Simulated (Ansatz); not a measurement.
I need a rigid scan of one bond angle of Cl2H2SSi, SMILES S[SiH](Cl)Cl. Use the Ansatz DFT code, driven from Python. Use (for the species named): B3LYP, def2-SVP basis, multiplicity 1.

```xyz
6

S    -1.3992    0.7914   -0.4587
Si    0.2901   -0.0889    0.3405
Cl   -0.0563   -0.6285    2.2676
Cl    0.7674   -1.7957   -0.6868
H    -1.0265    0.8241   -1.7598
H     1.4666    0.8336    0.2510
```

`bend.py`:
```python
# -*- coding: utf-8 -*-
"""Bending curve of Cl2H2SSi."""

import ansatz as az
from ase import Atoms

BASIS_SET = "def2-SVP"
FUNCTIONAL = "B3LYP"
FORCE_TOL = 0.02


def main():
    atoms = Atoms(["S", "Si", "Cl", "Cl", "H", "H"], positions=[
        [-1.3992, 0.7914, -0.4587],
        [0.2901, -0.0889, 0.3405],
        [-0.0563, -0.6285, 2.2676],
        [0.7674, -1.7957, -0.6868],
        [-1.0265, 0.8241, -1.7598],
        [1.4666, 0.8336, 0.251],
    ])

    # relax first, so that the scan starts from a minimum
    first = (
        az.Crystal.molecule_from_ase(atoms).calculation()
        .basis(gaussian=BASIS_SET)
        .functional(FUNCTIONAL)
        .relax(force_tolerance=FORCE_TOL, max_steps=80)
    )
    atoms.positions = first.run().report["positions_ang"]

    rows = []
    for angle in [85, 95, 105, 115, 125, 140, 160]:
        bent = atoms.copy()
        bent.set_angle(1, 0, 4, angle, indices=[4])
        calc = (
            az.Crystal.molecule_from_ase(bent).calculation()
            .basis(gaussian=BASIS_SET)
            .functional(FUNCTIONAL)
        )
        rows.append((angle, calc.run().report["free_energy_ev"]))
    floor = min(e for _, e in rows)
    for angle, e in rows:
        print(f"angle Si1-S0-H4 = {angle:3d} deg   {1000 * (e - floor):9.1f} meV")


if __name__ == "__main__":
    main()
```

```console
$ python bend.py
angle Si1-S0-H4 =  85 deg        43.2 meV
angle Si1-S0-H4 =  95 deg         0.0 meV
angle Si1-S0-H4 = 105 deg        63.6 meV
angle Si1-S0-H4 = 115 deg       224.0 meV
angle Si1-S0-H4 = 125 deg       467.5 meV
angle Si1-S0-H4 = 140 deg       943.1 meV
angle Si1-S0-H4 = 160 deg      1607.7 meV
```

Reading the output:
- The scan is rigid, and the energies are electronic, in a modest basis. The zero is the lowest point of the grid, which needn't be the minimum.
- b3lyp holds the VWN-RPA fit, as in Gaussian; the form of ORCA and Turbomole is b3lyp5.
- It ran for 42 s on 1 thread of Arm Neoverse V1, on a shared host, peak memory 0.25 GiB.
